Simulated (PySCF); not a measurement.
**NiF4: the SCF solver's settings**

The same problem is solved with other solver options, one edit a run.

Method: each script names its method and basis; program: PySCF 2.14.0.

1 further run of the same task is left out (it didn't finish).

### Step 1. Starting geometry

NiF4: 5 atoms, charge 0, spin multiplicity 1.

Bond lengths: Ni1–F2 1.723 Å, Ni1–F3 1.723 Å, Ni1–F4 1.694 Å, Ni1–F5 1.694 Å. Angles: F2–Ni1–F3 156.5°, F2–Ni1–F4 97.4°, F2–Ni1–F5 97.4°, F3–Ni1–F4 97.4°, F3–Ni1–F5 97.4°, F4–Ni1–F5 102.1°.

As a file:

```xyz
5
charge 0, multiplicity 1
Ni    0.00000    0.00000   -0.20250
F     0.00000    1.68720   -0.55370
F     0.00000   -1.68720   -0.55370
F     1.31800    0.00000    0.86240
F    -1.31800    0.00000    0.86240
```

### Step 2. The run that the others are compared with

Input file input.py:

```python
from pyscf import gto, scf

mol = gto.M(
    atom='Ni 0 0 -0.2025; F 0 1.6872 -0.5537; F 0 -1.6872 -0.5537; F 1.318 0 0.8624; F -1.318 0 0.8624',
    basis='6-31g',
    charge=0,
    spin=0,
    symmetry=True,
    verbose=4,
)
mf = scf.RHF(mol)
mf = mf.newton()
mf.kernel()
mf.analyze()
print('orbital energies (hartree):', mf.mo_energy[..., max(0, mol.nelec[1]-3):mol.nelec[0]+3].round(4))
```

On the command line:

```console
> OMP_NUM_THREADS=1 python input.py
```

Its log is not repeated here.

It gives: E(SCF) = -1903.774681 Eh, 9 macro-iterations, μ = 2.50 D.

### Step 3. Damping 0.8

Run 1 changes damping: none → 0.8.

Input file input.py:

```python
from pyscf import gto, scf

mol = gto.M(
    atom='Ni 0 0 -0.2025; F 0 1.6872 -0.5537; F 0 -1.6872 -0.5537; F 1.318 0 0.8624; F -1.318 0 0.8624',
    basis='6-31g',
    charge=0,
    spin=0,
    symmetry=True,
    verbose=4,
)
mf = scf.RHF(mol)
mf.damp = 0.8
mf.diis_start_cycle = 8
mf = mf.newton()
mf.kernel()
mf.analyze()
print('orbital energies (hartree):', mf.mo_energy[..., max(0, mol.nelec[1]-3):mol.nelec[0]+3].round(4))
```

On the command line:

```console
> OMP_NUM_THREADS=1 python input.py
```

### Step 4. Second-order solver off

Run 2 changes second-order solver: on → off.

input.py: that of step 2 with these lines changed.

```diff
@@ -11,3 +11,2 @@
 mf = scf.RHF(mol)
-mf = mf.newton()
 mf.kernel()
```

### Step 5. Damping 0.95

Run 3 changes damping: none → 0.95.

input.py: that of step 2 with these lines changed.

```diff
@@ -11,2 +11,4 @@
 mf = scf.RHF(mol)
+mf.damp = 0.95
+mf.diis_start_cycle = 8
 mf = mf.newton()
```

Before running it: what results should come out? Wanted: for each run, E(SCF); from base; gap; SCF dipole.

**Answer**, as computed:

```tsv
run	E(SCF) (hartree)	from base (eV)	cycles	gap (eV)	SCF dipole (D)
base	-1903.774681	0	9 macro	8.41	2.50
damping 0.8	-1903.774681	0.0000	9 macro	8.41	2.50
second-order solver off	-1903.748010	+0.7258	48	5.14	3.26
damping 0.95	-1903.774681	0.0000	9 macro	8.41	2.50
```

Distance from each run's final energy (log10 hartree) by cycle:

```tsv
run	cycle 1	cycle 2	cycle 3	cycle 5	cycle 8	cycle 12
base	0.9	0.6	0.1	-1.7	-11.0	done
damping 0.8	0.9	0.6	0.1	-1.7	-11.0	done
second-order solver off	1.3	1.6	1.0	-0.2	-1.9	-1.4
damping 0.95	0.9	0.6	0.1	-1.7	-11.0	done
```

The SCF energy stays the same, to the digits that matter, with damping 0.8 or damping 0.95. With second-order solver off the SCF ends in another solution, 0.73 eV higher: the path to self-consistency decides the state here. The cycles with damping 0.8 or damping 0.95 repeat those of the base digit for digit, so the setting never acted.
